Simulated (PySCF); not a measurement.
**TlS: from the state search to spectroscopic constants**

Aim: find the lowest electronic state of TlS, scan its bond at several levels of theory, and get bond length, wavenumber and dissociation energy from each curve.

The runs use PySCF 2.14.0; Tl def2-SVPD with ECP60, S def2-SVPD, scalar-relativistic core potentials.

## Step 1: Set-up

Settings of the job:

* atoms: Tl, S
* charge: 0
* basis: Tl def2-SVPD with ECP60, S def2-SVPD
* Hamiltonian: scalar-relativistic core potentials
* basis functions: 59
* electrons treated: 37
* masses in u: 204.9744, 31.9721
* levels: PBE0, PBE, r²SCAN, M06-2X, BLYP, r²SCANh, HF, MP2, SCS-MP2, CCSD, CCSD(T)
* grid: 80 radial by 434 angular points
* occupations: held fixed by the projection of orbital angular momentum
* dissociation limit: Tl + S, each in its ground configuration
* starting distance in angstrom: 2.415
* values of 2S to try: 1, 3

Launch:

```console
OMP_NUM_THREADS=1 python dia.py task.json out
```

After this run come: First curve: PBE0; Other states along the same grid; PBE (GGA); r²SCAN (meta-GGA); M06-2X; BLYP; r²SCANh (hybrid meta-GGA); UHF (mean field); Correlated methods on the Hartree–Fock reference.

Before running it: what results should come out? Wanted: for each run, Re; ωe; De; μ.

As calculated:

Lowest PBE0 solution found, without spin–orbit coupling: ²Π (doublet), unpaired electrons π ↑. State 2 has its PBE0 minimum 0.25 eV higher. State 3 has its PBE0 minimum 2.98 eV higher. The other levels ran on the lowest alone.

| level | Re (Å) | ωe (cm⁻¹) | De (eV) | μ (D) |
| --- | --- | --- | --- | --- |
| UHF | 2.664 | 255.6 | 1.80 | -4.64 |
| UHF-MP2 | 2.646 | 262.7 | 2.74 | n/a |
| UHF-SCS-MP2 | 2.658 | 258.3 | 2.69 | n/a |
| UHF-CCSD | 2.658 | 258.2 | 2.59 | n/a |
| UHF-CCSD(T) | 2.661 | 256.7 | 2.68 | n/a |
| PBE | 2.655 | 254.5 | 3.21 | -3.90 |
| BLYP | 2.688 | 244.2 | 3.06 | -4.03 |
| r²SCAN | 2.636 | 263.5 | 3.13 | -3.94 |
| r²SCANh | 2.631 | 265.7 | 3.07 | -3.99 |
| PBE0 | 2.633 | 263.8 | 3.05 | -4.06 |
| M06-2X | 2.660 | 256.1 | 2.98 | -4.63 |

De is counted to Tl + S in their ground configurations. A positive dipole means Tl(−)S(+).

Differences from CCSD(T) in the same basis:

| level | Re (mÅ) | ωe (%) |
| --- | --- | --- |
| UHF | +3 | -0.4 |
| UHF-MP2 | -16 | +2.4 |
| UHF-SCS-MP2 | -3 | +0.6 |
| UHF-CCSD | -4 | +0.6 |
| PBE | -6 | -0.8 |
| BLYP | +27 | -4.8 |
| r²SCAN | -25 | +2.7 |
| r²SCANh | -31 | +3.5 |
| PBE0 | -28 | +2.8 |
| M06-2X | -1 | -0.2 |

In words: Judged by CCSD(T) in the same basis: best bond length M06-2X (-1 mÅ), worst r²SCANh (-31 mÅ); best wavenumber M06-2X (-0.2 %), worst BLYP (-4.8 %). CCSD(T) in a basis this small is itself some way from its limit, more so than the functionals. Among the levels with a De in the table, it runs from 1.80 eV (UHF) to 3.21 eV (PBE).

Correlated steps freeze 9 core orbitals. These are scalar-relativistic numbers at best; spin–orbit coupling would shift them, the dissociation energy most. With spin–orbit coupling the term label itself may not hold.
